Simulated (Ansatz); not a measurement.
# C2H5NOSi, SMILES [SiH3]OC1C=N1: a ladder of methods at one geometry

With the Ansatz DFT code, driven from Python.

Run as a notebook:

**Cell 1**
```python
from pathlib import Path

import ansatz
import numpy as np

SETTINGS = {
    "basis": "cc-pVDZ",
}
```

**Cell 2**
```python
geometry_ang = [
    ("Si", [1.693, 0.2314, -0.1652]),
    ("O", [0.1013, 0.6404, -0.4211]),
    ("C", [-0.875, -0.0335, 0.3798]),
    ("C", [-2.1197, -0.264, -0.2652]),
    ("N", [-1.4553, -1.3156, -0.2044]),
    ("H", [2.5648, 1.2266, -0.8372]),
    ("H", [1.9722, 0.2718, 1.2932]),
    ("H", [1.9881, -1.119, -0.7004]),
    ("H", [-0.8725, 0.0417, 1.4612]),
    ("H", [-2.9969, 0.3202, -0.5406]),
]
molecule = ansatz.Crystal.molecule()
for symbol, xyz in geometry_ang:
    molecule = molecule.atom(symbol, xyz)
```

**Cell 3**
```python
base = molecule.calculation().basis(gaussian=SETTINGS["basis"])
```

**Cell 4**
```python
print("functional    E (Ha)        dipole (D)   HOMO (eV)  LUMO (eV)")
for name in ["r2scan0", "blyp", "lc_wpbe", "revpbe", "pbe", "cam_b3lyp"]:
    summary = base.functional(name).forces().orbitals().run(threads=1, runs_dir="runs").report
    lines = Path(summary["orbitals_path"]).read_text().splitlines()
    field_of = lambda key: [line.split("=")[1].strip() for line in lines if line.startswith(key)]
    orbitals = [(27.211386 * float(e), s, float(n)) for e, s, n in zip(field_of("Ene="), field_of("Spin="), field_of("Occup="))]
    homo = max(e for e, _, n in orbitals if n > 0.5)
    lumo = min(e for e, _, n in orbitals if n < 0.5)
    dipole = 4.803205 * np.linalg.norm(summary["charge_distribution"]["dipole_moment_e_ang"])
    print(f"{name:10s} {summary['free_energy_ev'] / 27.211386246:14.6f} {dipole:9.3f} {homo:11.3f} {lumo:10.3f}")
```
Output:
```text
functional    E (Ha)        dipole (D)   HOMO (eV)  LUMO (eV)
r2scan0       -498.447957     1.915      -7.503     -0.366
blyp          -498.546783     1.774      -5.734     -1.472
lc_wpbe       -498.392845     1.903     -10.064      2.142
revpbe        -498.501452     1.778      -5.845     -1.561
pbe           -498.223260     1.777      -5.890     -1.649
cam_b3lyp     -498.527878     1.868      -8.670      0.882
```

Caveats:
- The settings weren't tested for convergence.
- The geometry is a force-field or estimated start, not a minimum of this method, and the basis set is short of its limit. A lower total doesn't mark the better method: functionals have no common bound, and MP2 and coupled cluster aren't variational.
- Levels such as HOMO and LUMO are orbital energies: with these approximate functionals they aren't the ionisation energy and electron affinity, and their gap isn't the fundamental gap.
- For Al to Cl the sets with a tight d function, cc-pV(X+d)Z, are usual.
- Run time: 29 s on 1 thread of Arm Neoverse V1 (shared host), peak memory 0.3 GiB.
